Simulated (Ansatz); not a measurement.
Nudged elastic band run: Mg₈HO₈, charge +1

input.yaml

```yaml
crystal:
  lattice:
    - [0.0, 4.227, 4.227]
    - [4.227, 0.0, 4.227]
    - [4.227, 4.227, 0.0]
  atoms:
    - { symbol: Mg, position: [0.02188957, 0.01687388, -0.01977623] }
    - { symbol: O, position: [0.25139371, 0.2532752, 0.24722039] }
    - { symbol: Mg, position: [-0.00313667, 0.00892038, 0.49671344] }
    - { symbol: O, position: [0.24370907, 0.26824712, 0.74356286] }
    - { symbol: Mg, position: [0.00054521, 0.50905238, -0.01085648] }
    - { symbol: O, position: [0.24785572, 0.75958249, 0.24405368] }
    - { symbol: Mg, position: [0.00059361, 0.50899274, 0.50044689] }
    - { symbol: O, position: [0.24783875, 0.75958188, 0.74769047] }
    - { symbol: Mg, position: [0.4801991, 0.01690972, -0.01995304] }
    - { symbol: O, position: [0.74741597, 0.25338626, 0.24726098] }
    - { symbol: Mg, position: [0.48037194, 0.01688095, 0.52173829] }
    - { symbol: O, position: [0.74737547, 0.2532778, 0.75123608] }
    - { symbol: Mg, position: [0.49883281, 0.50294117, -0.00132318] }
    - { symbol: O, position: [0.74748595, 0.75721832, 0.2473482] }
    - { symbol: Mg, position: [0.48929607, 0.50904568, 0.50039879] }
    - { symbol: O, position: [0.74420252, 0.75958686, 0.74770499] }
    - { symbol: H, position: [0.68014179, -0.04165414, 0.17999598] }
total_charge: 1
basis:
  ecutwfc: 420.0
kpoints:
  mp_grid: { grid: [2, 2, 2] }
hamiltonian:
  xc: pbe
  pseudopotentials: { kind: paw, azcp: { folder: soft_1 } }
scf:
  occupations: { method: gaussian, width: 0.05 }
  lower_state_search: "off"
neb:
  images: 5
  f_tol: 0.05
  initial_path: linear
  max_iterations: 71
  spring: 10.0
  final_atoms:
    - { symbol: Mg, position: [-0.00889488, -0.00076108, 0.01046263] }
    - { symbol: O, position: [0.24624284, 0.25253249, 0.24873791] }
    - { symbol: Mg, position: [-0.00890816, -0.00074137, 0.49914282] }
    - { symbol: O, position: [0.24633368, 0.25256316, 0.75244271] }
    - { symbol: Mg, position: [-0.00317708, 0.50109266, 0.00101851] }
    - { symbol: O, position: [0.23199115, 0.75609668, 0.2558946] }
    - { symbol: Mg, position: [-0.00891862, 0.51053733, 0.49915556] }
    - { symbol: O, position: [0.24639207, 0.74860753, 0.75246284] }
    - { symbol: Mg, position: [0.48336604, -0.02202653, 0.01932051] }
    - { symbol: O, position: [0.74039011, 0.25558704, 0.25198544] }
    - { symbol: Mg, position: [0.49117864, 0.00296006, 0.50291717] }
    - { symbol: O, position: [0.74081349, 0.25304404, 0.75308511] }
    - { symbol: Mg, position: [0.4833398, 0.51942726, 0.01940018] }
    - { symbol: O, position: [0.74040112, 0.7520638, 0.25197979] }
    - { symbol: Mg, position: [0.48330449, 0.51954437, 0.47761453] }
    - { symbol: O, position: [0.74041705, 0.75205605, 0.75550282] }
    - { symbol: H, position: [0.53942745, 0.32057875, -0.18024875] }
  order_check: true
```

Run as:

```bash
$ ansatz run input.yaml --threads 1 --pin off --max-ram 3072MiB --backend cpu --events-out ev --progress --plain --runs-dir out
```

Output, in part (warnings, iteration lines):

```
NEB end point (image 0): max|allowed force component| = 8.542e-3 eV/Å (the criterion of neb.relax_end_points is 1.000e-2)
NEB end point (image 6): max|allowed force component| = 1.583e-2 eV/Å (the criterion of neb.relax_end_points is 1.000e-2)
NEB iter   1: max|band force component| = 5.960e0 eV/Å  barrier→ = 2.0175 eV  barrier← = 2.0174 eV  Δτ_max = 0.1093 Å  (56 SCF iters)
NEB iter   2: max|band force component| = 3.590e0 eV/Å  barrier→ = 1.2565 eV  barrier← = 1.2563 eV  Δτ_max = 0.2000 Å  (32 SCF iters)
NEB iter   3: max|band force component| = 5.106e0 eV/Å  barrier→ = 0.6426 eV  barrier← = 0.6424 eV  Δτ_max = 0.1005 Å  (33 SCF iters)
NEB iter   4: max|band force component| = 1.537e0 eV/Å  barrier→ = 0.4676 eV  barrier← = 0.4675 eV  Δτ_max = 0.0815 Å  (34 SCF iters)
NEB iter   5: max|band force component| = 6.738e-1 eV/Å  barrier→ = 0.3885 eV  barrier← = 0.3883 eV  Δτ_max = 0.1246 Å  (30 SCF iters)
NEB iter   6: max|band force component| = 4.557e-1 eV/Å  barrier→ = 0.3528 eV  barrier← = 0.3526 eV  CI = image 2  Δτ_max = 0.1272 Å  (32 SCF iters)
NEB iter   7: max|band force component| = 3.593e-1 eV/Å  barrier→ = 0.3834 eV  barrier← = 0.3832 eV  CI = image 2  Δτ_max = 0.0595 Å  (31 SCF iters)
NEB iter   8: max|band force component| = 1.485e-1 eV/Å  barrier→ = 0.3661 eV  barrier← = 0.3659 eV  CI = image 2  Δτ_max = 0.0651 Å  (30 SCF iters)
NEB iter   9: max|band force component| = 1.319e-1 eV/Å  barrier→ = 0.3572 eV  barrier← = 0.3571 eV  CI = image 2  Δτ_max = 0.0422 Å  (30 SCF iters)
NEB iter  10: max|band force component| = 5.544e-2 eV/Å  barrier→ = 0.3562 eV  barrier← = 0.3560 eV  CI = image 2  Δτ_max = 0.0320 Å  (30 SCF iters)
NEB iter  11: max|band force component| = 3.801e-2 eV/Å  barrier→ = 0.3549 eV  barrier← = 0.3548 eV  CI = image 2  Δτ_max = 0.0000 Å  (269 SCF iters)
```

The forces met the threshold. The profile has 2 maxima (images 2, 5) with wells between them (image 4): this band takes more than one step, which may be the mechanism or a detour left from its start path. By the program's own check the climbing image is a first-order saddle point (lowest curvatures found: -5.48 and 1.87 eV/Å²). Limits of this set-up: coarse k mesh, charged cell in a uniform background, uncorrected.

Final band (atoms are numbered from 1 in the order of the input):

```json
{"image": "0", "path coordinate (Å)": "0.00", "energy (eV)": "0.00", "Mg1–H17 (Å)": "1.89", "Mg11–H17 (Å)": "1.89", "O14–H17 (Å)": "0.98"}
{"image": "1", "path coordinate (Å)": "0.53", "energy (eV)": "0.10", "Mg1–H17 (Å)": "1.77", "Mg11–H17 (Å)": "2.27", "O14–H17 (Å)": "1.00"}
{"image": "2", "path coordinate (Å)": "1.07", "energy (eV)": "0.35", "Mg1–H17 (Å)": "1.71", "Mg11–H17 (Å)": "2.56", "O14–H17 (Å)": "1.26"}
{"image": "3", "path coordinate (Å)": "1.63", "energy (eV)": "0.09", "Mg1–H17 (Å)": "1.78", "Mg11–H17 (Å)": "2.75", "O14–H17 (Å)": "1.84"}
{"image": "4", "path coordinate (Å)": "2.19", "energy (eV)": "0.01", "Mg1–H17 (Å)": "1.94", "Mg11–H17 (Å)": "2.67", "O14–H17 (Å)": "2.30"}
{"image": "5", "path coordinate (Å)": "2.75", "energy (eV)": "0.08", "Mg1–H17 (Å)": "2.38", "Mg11–H17 (Å)": "2.95", "O14–H17 (Å)": "2.69"}
{"image": "6", "path coordinate (Å)": "3.31", "energy (eV)": "0.00", "Mg1–H17 (Å)": "2.83", "Mg11–H17 (Å)": "3.46", "O14–H17 (Å)": "3.14"}
```

Run time: 5.6 min on 1 thread of Arm Neoverse V2, with other jobs on the host, peak memory 0.65 GiB.
